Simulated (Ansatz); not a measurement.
Geometry optimisation, Ansatz, DFT PBEsol, scalar-relativistic, plane waves, PAW.

input.yaml

```yaml
crystal:
  lattice:
    - [7.80588, 0.0, 0.0]
    - [-3.90294, 6.76009, 0.0]
    - [0.0, 0.0, 18.828765]
  atoms:
    - { symbol: Ca, position: [0.3333333, 0.1666667, 0.1207241] }
    - { symbol: Ca, position: [0.1666667, 0.3333333, 0.3494891] }
    - { symbol: H, position: [0.3333333, 0.1666667, 0.3626773] }
    - { symbol: H, position: [0.1666667, 0.3333333, 0.1075359] }
    - { symbol: H, position: [0.0, 0.0, 0.0531102] }
    - { symbol: Br, position: [0.0, 0.0, 0.2351066] }
    - { symbol: Ca, position: [0.3333333, 0.6666667, 0.1207241] }
    - { symbol: Ca, position: [0.1666667, 0.8333333, 0.3494891] }
    - { symbol: H, position: [0.3333333, 0.6666667, 0.3626773] }
    - { symbol: H, position: [0.1666667, 0.8333333, 0.1075359] }
    - { symbol: H, position: [0.0, 0.5, 0.0531102] }
    - { symbol: Br, position: [0.0, 0.5, 0.2351066] }
    - { symbol: Ca, position: [0.8333333, 0.1666667, 0.1207241] }
    - { symbol: Ca, position: [0.6666667, 0.3333333, 0.3494891] }
    - { symbol: H, position: [0.8333333, 0.1666667, 0.3626773] }
    - { symbol: H, position: [0.6666667, 0.3333333, 0.1075359] }
    - { symbol: H, position: [0.5, 0.0, 0.0531102] }
    - { symbol: Br, position: [0.5, 0.0, 0.2351066] }
    - { symbol: Ca, position: [0.8333333, 0.6666667, 0.1207241] }
    - { symbol: Ca, position: [0.6666667, 0.8333333, 0.3494891] }
    - { symbol: H, position: [0.8333333, 0.6666667, 0.3626773] }
    - { symbol: H, position: [0.6666667, 0.8333333, 0.1075359] }
    - { symbol: H, position: [0.5, 0.5, 0.0531102] }
    - { symbol: Br, position: [0.5, 0.5, 0.2351066] }
    - { symbol: Br, position: [0.9414299, 0.5619582, 0.4720843], spin: 1.0 }
magnetization:
  spin_polarized: true
basis:
  ecutwfc: 420.0
kpoints:
  mp_grid: { grid: [1, 1, 1] }
hamiltonian:
  xc: pbesol
scf:
  occupations: { method: fermi_dirac, width: 0.05 }
  lower_state_search: "off"
relax:
  f_tol: 0.08
  max_steps: 25
  adjacent_minimum: "off"
  constraints: [{ sites: [0, 3, 4, 6, 9, 10, 12, 15, 16, 18, 21, 22] }]
```

Run as:

```bash
$ ansatz run input.yaml --threads 2 --pin off --max-ram 5120MiB --backend cpu --events-out ev --progress --plain --runs-dir out
```

Q: Where does it end, and by what steps?

A: It converged. The threshold is loose, so the end isn't yet a minimum. Limits of this set-up: coarse k mesh, thin slab, slab without dipole correction. After 5 steps the energy has fallen by 1.303 eV; Br25 moved furthest, 0.83 Å.

```
step  energy less start (eV)  largest force component (eV/Å)  accepted
   0                  0.0000                           0.849       yes
   1                 -0.7711                           0.556       yes
   2                 -1.0563                           0.289       yes
   3                 -1.2005                           0.229       yes
   4                 -1.2891                           0.124       yes
   5                 -1.3026                           0.041       yes
```

```xyz
25
Lattice="7.8059 0.0000 0.0000 -3.9029 6.7601 0.0000 0.0000 0.0000 18.8288" Properties=species:S:1:pos:R:3
Ca 1.951 1.127 2.273
Ca -0.106 2.315 6.668
H 1.935 1.136 7.251
H 0.000 2.253 2.025
H 0.000 0.000 1.000
Br 0.137 0.108 4.696
Ca 0.000 4.507 2.273
Ca -1.974 5.551 6.654
H 0.115 4.596 6.819
H -1.951 5.633 2.025
H -1.951 3.380 1.000
Br -1.967 3.390 4.676
Ca 5.854 1.127 2.273
Ca 3.963 2.315 6.655
H 5.834 0.983 6.819
H 3.903 2.253 2.025
H 3.903 0.000 1.000
Br 3.729 0.101 4.698
Ca 3.903 4.507 2.273
Ca 1.932 5.645 6.116
H 3.747 4.597 6.796
H 1.951 5.633 2.025
H 1.951 3.380 1.000
Br 1.927 3.208 4.696
Br 5.817 3.403 8.595
```

Time of the run: 34 s on 2 CPU threads of a shared host.
